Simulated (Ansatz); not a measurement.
**C2H5FOSi2: one species, many methods**

One table from this session's results is given with a row withheld; the runs are named, their logs left out.

Computed with Ansatz 0.2.0, Gaussian basis. Level: functionals in def2-TZVPP, the program's frozen cores in correlated methods.

The runs, in order: PBE-D4, r2SCAN-D4, PBE0-D4, B3LYP-D4, ωB97X-V, ωB97M-V, B2PLYP; CCSD(T)/def2-TZVPP; MP2/def2-QZVPP; extrapolation to the limit.

## The relaxed structure

An earlier PBE0-D4 in a triple-zeta def2 set relaxation fixed the geometry.

SMILES `FC1=C[SiH2]O[SiH2]1`, 11 atoms, charge 0, spin multiplicity 1.

Atoms are counted from 1 here; the program's logs count them from 0.

Bond lengths: F1–C2 1.342 Å, C2–C3 1.333 Å, C2–Si6 1.887 Å, C3–Si4 1.860 Å, C3–H7 1.087 Å, Si4–O5 1.659 Å, Si4–H8 1.484 Å, Si4–H9 1.484 Å, O5–Si6 1.648 Å, Si6–H10 1.483 Å, Si6–H11 1.483 Å. Angles: F1–C2–C3 122.6°, F1–C2–Si6 122.1°, C3–C2–Si6 115.3°, C2–C3–Si4 110.8°, C2–C3–H7 121.5°, Si4–C3–H7 127.8°, C3–Si4–O5 100.6°, C3–Si4–H8 113.1°, C3–Si4–H9 113.2°, O5–Si4–H8 110.5°, O5–Si4–H9 110.5°, H8–Si4–H9 108.8°, Si4–O5–Si6 115.6°, C2–Si6–O5 97.7°, C2–Si6–H10 112.7°, C2–Si6–H11 112.7°, O5–Si6–H10 111.9°, O5–Si6–H11 111.9° and more.

Coordinates:

```xyz
11
C2H5FOSi2
F     2.28386   -0.78111   -0.94862
C     1.11253   -0.39572   -0.41816
C     0.77477   -0.65864    0.84432
Si   -0.91183    0.02239    1.23098
O    -1.30809    0.70459   -0.22873
Si   -0.17384    0.55839   -1.41519
H     1.44121   -1.20277    1.50792
H    -0.89373    1.05368    2.29843
H    -1.89510   -1.02738    1.59771
H    -0.68491   -0.20992   -2.57590
H     0.32043    1.87957   -1.87227
```

Set-up of the first run:

Contents of in.yaml:

```yaml
crystal:
  periodic: [false, false, false]
  atoms:
    - {symbol: F, position_ang: [2.283860, -0.781107, -0.948621]}
    - {symbol: C, position_ang: [1.112533, -0.395716, -0.418156]}
    - {symbol: C, position_ang: [0.774770, -0.658641, 0.844325]}
    - {symbol: Si, position_ang: [-0.911827, 0.022392, 1.230979]}
    - {symbol: O, position_ang: [-1.308092, 0.704594, -0.228725]}
    - {symbol: Si, position_ang: [-0.173837, 0.558395, -1.415193]}
    - {symbol: H, position_ang: [1.441207, -1.202766, 1.507921]}
    - {symbol: H, position_ang: [-0.893726, 1.053681, 2.298431]}
    - {symbol: H, position_ang: [-1.895103, -1.027380, 1.597715]}
    - {symbol: H, position_ang: [-0.684913, -0.209921, -2.575902]}
    - {symbol: H, position_ang: [0.320429, 1.879571, -1.872275]}
basis:
  gaussian: {orbitals: def2-TZVPP}
hamiltonian: {xc: pbe, dispersion: d4}
output: {forces: true, orbitals: {seedname: orbitals}}
```

The run is started by

```console
$ ansatz run in.yaml --threads 4 --pin off --events-out ev --progress --plain --max-ram 10444MiB
```

Steps of the session up to this table: PBE-D4 (GGA); r2SCAN-D4 (meta-GGA); PBE0-D4 (hybrid); B3LYP-D4 (hybrid); ωB97X-V (range-separated); ωB97M-V (range-separated); B2PLYP (double hybrid); CCSD(T) in def2-TZVPP; MP2 in def2-QZVPP.

One table of the session follows, with a row left open; its other results are not shown here.

```
            method  atomisation energy (kJ/mol)
            PBE-D4                       4408.4
         r2SCAN-D4                       4355.2
           PBE0-D4                       4327.7
          B3LYP-D4                       4322.7
           ωB97X-V                       4362.8
           ωB97M-V                       4353.9
            B2PLYP                       4285.6
     HF/def2-TZVPP                            ?
    MP2/def2-TZVPP                       4322.2
   CCSD/def2-TZVPP                       4146.8
CCSD(T)/def2-TZVPP                       4218.4
           MP2/CBS                       4448.5
       CCSD(T)/CBS                       4344.6
```

Estimate the missing values for HF/def2-TZVPP.

**Answer.** atomisation energy (kJ/mol): 3173.2. In the column «atomisation energy (kJ/mol)» it is the lowest.
